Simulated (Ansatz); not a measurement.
# Zr2H3: the cost of one run

Method: DFT PBE, scalar-relativistic, plane waves, PAW, unless a step names another level, in Ansatz 0.2.0.

### 1 The starting structure

It takes space group P-3m1 (No. 164, trigonal). Conventional cell: a = 3.248 Å, b = 3.248 Å, c = 5.705 Å, α = 90.00°, β = 90.00°, γ = 120.00°. Zr (site symmetry 3m) is surrounded by 7 H at 2.08 to 2.31 Å. H (site symmetry -3m) has 6 Zr at 2.31 Å as nearest neighbours. Around H (site symmetry 3m) lie 4 Zr at 2.08 to 2.11 Å.

Structure file:

```
CELL_PARAMETERS angstrom
3.24847 0.00000 0.00000
-1.62423 2.81326 0.00000
0.00000 0.00000 5.70529
ATOMIC_POSITIONS crystal
Zr 0.33333 0.66667 0.23707
Zr 0.66667 0.33333 0.76293
H 0.00000 0.00000 0.00000
H 0.33333 0.66667 0.60725
H 0.66667 0.33333 0.39275
```

It is the end of an earlier relaxation with the same method, from a database cell with other species swapped in; it is a trial structure. At a tolerance of 0.05 Å it has space group P-3m1 (No. 164); it has 10.43 Å³/atom, an uncorrected energy of -0.43 eV/atom over the elements.

### 2 Bands, states and charges

input.yaml reads:

```yaml
crystal:
  lattice:
    - [3.2484684764, 0.0, 0.0]
    - [-1.6242342382, 2.813256224, 0.0]
    - [0.0, 0.0, 5.70528956]
  atoms:
    - { symbol: Zr, position: [0.3333333333, 0.6666666667, 0.2370663635] }
    - { symbol: Zr, position: [0.6666666667, 0.3333333333, 0.7629336365] }
    - { symbol: H, position: [0.0, 0.0, 0.0] }
    - { symbol: H, position: [0.3333333333, 0.6666666667, 0.6072476258] }
    - { symbol: H, position: [0.6666666667, 0.3333333333, 0.3927523742] }
basis:
  ecutwfc: 420
kpoints:
  mp_grid: { grid: [12, 12, 8] }
  band_path:
    path:
      - [[0.0, 0.0, 0.0], [0.5, 0.0, 0.0], [0.33333333, 0.33333333, 0.0], [0.0, 0.0, 0.0], [0.0, 0.0, 0.5], [0.5, 0.0, 0.5], [0.33333333, 0.33333333, 0.5], [0.0, 0.0, 0.5]]
      - [[0.5, 0.0, 0.5], [0.5, 0.0, 0.0]]
      - [[0.33333333, 0.33333333, 0.5], [0.33333333, 0.33333333, 0.0]]
    npoints: 14
hamiltonian:
  xc: pbe
scf:
  occupations: { method: gaussian, width: 0.1 }
  n_extra_bands: 12
output:
  forces: true
  stress: true
  eigenvalues: true
  populations: true
  dos: { projected: true, de: 0.02, nscf_kmesh: { grid: [15, 15, 10] } }
  bader: true
  write_density: true
  write_potential: true
  elf: true
  volumetric_format: npy
```

Run with:

```sh
$ ansatz run input.yaml --threads 1 --pin off --max-ram 2560MiB --backend cpu --events-out ev --progress --plain --runs-dir out
```

**Question.** How long does this run take on 1 thread of Intel Xeon Platinum 8488C (Sapphire Rapids), shared host, and how much memory does it need?

About 42 s, with a peak of 0.52 GiB.
